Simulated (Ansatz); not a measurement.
# Molecular dynamics of InP

Input file:

```yaml
accuracy: low
crystal:
  lattice:
    - [8.315576, 0.0, 0.0]
    - [4.157788, 7.2015, 0.0]
    - [0.0, 0.0, 18.638344]
  atoms:
    - { symbol: In, position: [0.0, 0.0, 0.0536528] }
    - { symbol: P, position: [0.16666667, 0.16666667, 0.0991883] }
    - { symbol: In, position: [0.0, 0.5, 0.0536528] }
    - { symbol: P, position: [0.16666666, 0.66666667, 0.0991883] }
    - { symbol: In, position: [0.5, 0.0, 0.0536528] }
    - { symbol: P, position: [0.66666666, 0.16666667, 0.0991883] }
    - { symbol: In, position: [0.5, 0.5, 0.0536528] }
    - { symbol: P, position: [0.66666666, 0.66666667, 0.0991883] }
    - { symbol: In, position: [0.60575308, 0.68884519, 0.2403415] }
    - { symbol: P, position: [0.82409891, 0.79888809, 0.27253016] }
    - { symbol: In, position: [0.65649408, 0.15407993, 0.23825359] }
    - { symbol: P, position: [0.78487946, 0.34592761, 0.27681671] }
    - { symbol: In, position: [0.16724559, 0.63483738, 0.25293635] }
    - { symbol: P, position: [0.25899528, 0.88633811, 0.28739793] }
    - { symbol: In, position: [0.13714099, 0.19185144, 0.23883595] }
    - { symbol: P, position: [0.31934982, 0.31441415, 0.29571217] }
    - { symbol: In, position: [0.35913177, 0.32544805, 0.44820287] }
    - { symbol: P, position: [0.53658892, 0.47150952, 0.49101831] }
    - { symbol: In, position: [0.41947223, 0.7781329, 0.42492348] }
    - { symbol: P, position: [0.49509559, 0.97700199, 0.49401985] }
    - { symbol: In, position: [0.8367629, 0.29648779, 0.4131591] }
    - { symbol: P, position: [-0.00911958, 0.48387306, 0.43978619] }
    - { symbol: In, position: [0.79504941, 0.83261424, 0.42587105] }
    - { symbol: P, position: [0.04670223, 0.96371304, 0.42863292] }
basis:
  ecutwfc: 420.0
kpoints:
  mp_grid: { grid: [2, 2, 1] }
hamiltonian:
  xc: pbe
  dispersion: d3bj
  pseudopotentials: { kind: paw, azcp: { folder: soft_1 } }
scf:
  occupations: { method: fermi_dirac, width: 0.15 }
  lower_state_search: "off"
md:
  timestep: 2
  n_steps: 270
  ensemble: nvt_langevin
  temperature: 1400.0
  initial_velocities: maxwell_boltzmann
  seed: 207589
  friction: 0.05
  constraints: [{ sites: [0, 1, 2, 3, 4, 5, 6, 7] }]
```

Command:

```bash
$ ansatz run input.yaml --threads 4 --pin off --max-ram 10240MiB --backend cpu --events-out ev --progress --plain --runs-dir out
```

It goes on from the last frame of an earlier run, with new velocities.

Output, in part (step lines):

```
md step     0: t =     0.00 fs  T =  1400.0 K  F+E_penalty+E_count = -76245.04269960 eV  E_kin = 2.895424 eV  (15 SCF iters)
md step     1: t =     2.00 fs  T =  1153.2 K  F+E_penalty+E_count = -76244.98925805 eV  E_kin = 2.385098 eV  (8 SCF iters)
md step     2: t =     4.00 fs  T =   961.3 K  F+E_penalty+E_count = -76244.93555512 eV  E_kin = 1.988127 eV  (8 SCF iters)
md step     3: t =     6.00 fs  T =  1107.4 K  F+E_penalty+E_count = -76244.92211557 eV  E_kin = 2.290326 eV  (8 SCF iters)
md step     4: t =     8.00 fs  T =  1078.2 K  F+E_penalty+E_count = -76244.93125008 eV  E_kin = 2.229881 eV  (8 SCF iters)
md step     5: t =    10.00 fs  T =  1258.1 K  F+E_penalty+E_count = -76244.91291501 eV  E_kin = 2.601985 eV  (7 SCF iters)
md step     6: t =    12.00 fs  T =  1431.9 K  F+E_penalty+E_count = -76244.85234472 eV  E_kin = 2.961448 eV  (7 SCF iters)
md step     7: t =    14.00 fs  T =  1361.6 K  F+E_penalty+E_count = -76244.75691473 eV  E_kin = 2.816055 eV  (7 SCF iters)
[... lines left out ...]
md step   270: t =   540.00 fs  T =  1318.2 K  F+E_penalty+E_count = -76243.98656195 eV  E_kin = 2.726263 eV  (8 SCF iters)
```

The steps, from the saved trajectory:

| time (fs) | T (K) | potential energy less start (eV) |
| --- | --- | --- |
| 0 | 1400 | 0.000 |
| 18 | 1185 | 0.464 |
| 36 | 1438 | 0.001 |
| 54 | 1542 | 1.253 |
| 72 | 1809 | 1.289 |
| 90 | 1616 | 0.866 |
| 108 | 1119 | 1.487 |
| 126 | 1440 | 0.919 |
| 144 | 1099 | 0.407 |
| 162 | 972 | 0.325 |
| 180 | 830 | 0.339 |
| 198 | 1648 | 0.413 |
| 216 | 1306 | 0.629 |
| 234 | 1148 | 0.840 |
| 252 | 1252 | 0.996 |
| 270 | 1386 | 1.514 |
| 288 | 1308 | 1.993 |
| 306 | 1420 | 1.626 |
| 324 | 1154 | 1.100 |
| 342 | 1393 | 0.909 |
| 360 | 1551 | 0.402 |
| 378 | 1836 | 0.496 |
| 396 | 1324 | 1.500 |
| 414 | 1646 | 1.283 |
| 432 | 1306 | 1.102 |
| 450 | 1513 | 1.250 |
| 468 | 1282 | 0.886 |
| 486 | 1421 | 1.232 |
| 504 | 1442 | 1.065 |
| 522 | 1054 | 0.883 |
| 540 | 1318 | 1.056 |

The run went to its last step. A run of 0.54 ps of so small a system gives no equilibrium averages. Limits of this set-up: coarse k mesh, thin slab, slab without dipole correction, a typed lattice constant that wasn't relaxed here, low accuracy level.

Mean squared displacements from the first frame to the last: In 0.11 Å², P 0.17 Å².

Last frame:

```xyz
24
Lattice="8.3156 0.0000 0.0000 4.1578 7.2015 0.0000 0.0000 0.0000 18.6383" Properties=species:S:1:pos:R:3
In 0.000 0.000 1.000
P 2.079 1.200 1.849
In 2.079 3.601 1.000
P 4.158 4.801 1.849
In 4.158 0.000 1.000
P 6.237 1.200 1.849
In 6.237 3.601 1.000
P 8.316 4.801 1.849
In 7.929 4.991 4.414
P 10.280 5.979 4.874
In 5.731 1.355 4.710
P 7.979 2.816 5.551
In 4.088 4.490 4.315
P 5.664 6.211 5.516
In 1.534 1.177 4.485
P 3.471 2.421 5.359
In 4.340 2.003 8.316
P 6.252 3.188 9.162
In 6.561 5.338 8.203
P 8.585 7.019 9.467
In 8.642 2.116 8.159
P 2.413 3.414 7.372
In 10.081 5.894 7.868
P 4.352 6.747 7.701
```

The run took 36 min on 4 threads of Arm Neoverse V2, with other jobs on the host, peak memory 3.1 GiB.
